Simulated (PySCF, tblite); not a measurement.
**C7H12OSi: geometry, infrared bands and NMR shifts**

What infrared bands and NMR shifts should C7H12OSi (`C1=C[Si@]2(CC1)CCOC2`) show?

Computed with tblite 0.8.0 and PySCF 2.14.0, with density-fitted response routines of our own, on a single molecule in the gas phase. Atoms are numbered from 0 throughout.

## (1) Starting geometry

21 atoms, charge 0, multiplicity 1; geometry from: force field or distance geometry start.

Bonds of the start (Å): C0–C1 1.36, C1–Si2 1.83, Si2–C3 1.86, C3–C4 1.55, Si2–C5 1.87, C5–C6 1.54, C6–O7 1.45, O7–C8 1.45, C4–C0 1.52, C8–Si2 1.86, C0–H9 1.07, C1–H10 1.07, C3–H11 1.11, C3–H12 1.09, C4–H13 1.10, C4–H14 1.09, C5–H15 1.09, C5–H16 1.10, C6–H17 1.10, C6–H18 1.10, C8–H19 1.09, C8–H20 1.10.

## (2) Relaxing the molecule with GFN2-xTB

The job: settings as JSON, then the geometry in Å.

```
{"job": {"kind": "relax", "xc": "GFN2-xTB", "basis": "xTB"}, "charge": 0, "multiplicity": 1}
C      2.219800    -0.133500    -1.251900
C      0.893000    -0.187300    -1.539100
Si    -0.099800     0.116500    -0.031000
C      1.376600     0.505900     1.032700
C      2.622200     0.158100     0.187100
C     -1.262200    -1.237600     0.537500
C     -2.651100    -0.685500     0.172600
O     -2.686400     0.736200     0.454000
C     -1.494900     1.345100    -0.101800
H      2.966600    -0.296400    -2.004300
H      0.465900    -0.397700    -2.501900
H      1.375600    -0.087300     1.969600
H      1.386900     1.561000     1.322600
H      3.337000     0.994000     0.203200
H      3.134400    -0.708400     0.593100
H     -1.078900    -2.210500     0.092100
H     -1.175500    -1.336100     1.630700
H     -2.881200    -0.846200    -0.886600
H     -3.434300    -1.178100     0.768600
H     -1.723200     1.643600    -1.126400
H     -1.299600     2.261000     0.478600
```

Launch:

```bash
> OMP_NUM_THREADS=1 python probes_run.py task.json out
```

The driver reads the jobs from task.json and runs them one after another.

**Question.** This job is followed by: GFN2-xTB harmonic vibrations, gas phase; GIAO PBE0/pcSseg-1 NMR shielding, non-relativistic, gas phase. What will the session give for the following? strongest single infrared mode (GFN2-xTB); zero-point energy (GFN2-xTB); ¹³C shifts against TMS (PBE0/pcSseg-1); ¹H shifts against TMS (PBE0/pcSseg-1); ²⁹Si shifts against TMS (PBE0/pcSseg-1); ¹⁷O shifts against H2O (PBE0/pcSseg-1); surface potential, 1st and 99th percentile.

**Answer**, as computed:

| quantity | value |
| --- | --- |
| strongest single infrared mode (GFN2-xTB) | 831 cm⁻¹, 99 km/mol |
| zero-point energy (GFN2-xTB) | 109.2 kcal/mol |
| ¹³C shifts against TMS (PBE0/pcSseg-1) | 165.2, 132.5, 73.0, 61.6, 36.8, 18.7, 7.9 ppm |
| ¹H shifts against TMS (PBE0/pcSseg-1) | 7.15, 6.16, 4.47, 3.77, 3.37, 3.34, 2.73, 2.60, 1.07, 0.96, 0.90, 0.87 ppm |
| ²⁹Si shifts against TMS (PBE0/pcSseg-1) | 35.4 ppm |
| ¹⁷O shifts against H2O (PBE0/pcSseg-1) | 50.5 ppm |
| surface potential, 1st and 99th percentile | -1.63 V and 0.73 V |

In words: Over 73 steps the energy fell by 0.279 eV; of the close pairs, Si2–C8 changed most, 1.860 to 1.921 Å. All 57 modes are real, so the xTB geometry is a minimum. The strongest single mode, at 831 cm⁻¹, is spread over several atoms, Si2, C3, C5 among them. GFN2-xTB is a fitted tight-binding method: band positions and strengths are rough. Its intensities can rank the bands wrongly. At PBE0/pcSseg-1: The widest tensor belongs to C0: span 242 ppm, with a paramagnetic part of -233 ppm.
